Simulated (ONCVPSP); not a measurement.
**An ONCV potential for I, from input to tests**

Task: generate the file, and judge it by its errors in other configurations, its logarithmic derivatives, its ghosts and its cutoff.

Method: ONCVPSP 4.0.1, PBE, scalar-relativistic.

### 1 The atom and the settings

The settings as typed:

```json
{
 "element": "iodine (I, Z = 53)",
 "type": "optimised norm-conserving Vanderbilt (ONCV)",
 "frozen core": "[Ar] 3d10",
 "valence charge": "25",
 "reference configuration": "4s2 4p6 4d10 5s2 5p5",
 "partial waves": "4s+5s: rc 1.30 bohr, ncon 5, nbas 9, qcut 10 1/bohr, 2 projectors; 4p+5p: rc 1.15 bohr, ncon 4, nbas 9, qcut 12.6 1/bohr, 2 projectors; 4d: rc 1.30 bohr, ncon 4, nbas 9, qcut 13.3 1/bohr, 3 projectors, debl 2.1 Ha",
 "local potential": "polynomial inside 0.75 bohr (lpopt 5, dvloc0 3 Ha)",
 "core correction": "polynomial model core, fcfact 0.6"
}
```

An earlier all-electron run gives the scale for the radii.

All-electron outer shells of the reference configuration (PBE, scalar-relativistic, ld1.x):

```tsv
shell	level (eV)	outermost node (bohr)	outermost maximum (bohr)
3p	-859.35	0.13	0.28
3d	-605.97	–	0.23
4s	-180.60	0.37	0.68
4p	-127.57	0.37	0.72
4d	-50.28	0.35	0.78
5s	-17.41	0.88	1.70
5p	-7.09	0.96	2.02
```

### 2 Generating the potential

Input file I.dat:

```
# ATOM AND REFERENCE CONFIGURATION
# atsym  z   nc   nv     iexc    psfile
  I 53.00    6    5        4      upf
#
#   n    l    f
    1    0    2.00
    2    0    2.00
    2    1    6.00
    3    0    2.00
    3    1    6.00
    3    2   10.00
    4    0    2.00
    4    1    6.00
    4    2   10.00
    5    0    2.00
    5    1    5.00
#
# PSEUDOPOTENTIAL AND OPTIMIZATION
# lmax
    2
#
#   l,   rc,      ep,       ncon, nbas, qcut
    0    1.30    0.00    5    9   10.00
    1    1.15    0.00    4    9   12.60
    2    1.30    0.00    4    9   13.30
#
# LOCAL POTENTIAL
# lloc, lpopt,  rc(5),   dvloc0
    4    5    0.75    3.00
#
# VANDERBILT-KLEINMAN-BYLANDER PROJECTORs
# l, nproj, debl
    0    2    2.70
    1    2    2.80
    2    3    2.10
#
# MODEL CORE CHARGE
# icmod, fcfact, rcfact
    1    0.60    0.00
#
# LOG DERIVATIVE ANALYSIS
# epsh1, epsh2, depsh
   -8.00    5.00    0.04
#
# OUTPUT GRID
# rlmax, drl
    6.00    0.01
#
# TEST CONFIGURATIONS
# ncnf
    4
# nvcnf
#   n    l    f
    5
    4    0    2.00
    4    1    6.00
    4    2   10.00
    5    0    2.00
    5    1    4.00
#
    5
    4    0    2.00
    4    1    6.00
    4    2   10.00
    5    0    2.00
    5    1    3.00
#
    5
    4    0    2.00
    4    1    6.00
    4    2   10.00
    5    0    2.00
    5    1    2.00
#
    5
    4    0    2.00
    4    1    6.00
    4    2   10.00
    5    0    2.00
    5    1    1.00
#
```

Command:

```
$ oncvpsp.x < I.dat > I.out
```

What does the calculation give? Wanted: cutoffs for 1 and 0.1 mHa per electron, occupied waves; bound ghosts; GHOST(+) flags; largest test error; largest phase difference near zero energy, channels read; rms error of d²Exc/dn², without and with the model core.

As calculated:

```
                                                quantity                              value
  cutoffs for 1 and 0.1 mHa per electron, occupied waves                    56 Ha and 65 Ha
                                            bound ghosts                         none found
                                          GHOST(+) flags                        s at 188 eV
                            largest test error (AE − PS)  -23 meV, for 4s2 4p6 4d10 5s2 5p1
largest phase difference near zero energy, channels read                          0.001 rad
 rms error of d²Exc/dn², without and with the model core                  2.15 and 1.04 mHa
```

The worst unpolarised test, 4s2 4p6 4d10 5s2 5p1, is off by 23 meV on 99.7 eV; by total energies transferability rates as good. The potential is hard: the looser tolerance needs 56 Ha. The program's ghost test flags no bound state. Near zero energy the phases of the channels with partial waves agree within 0.001 rad. The program also flags highly localised states, GHOST(+) (s).
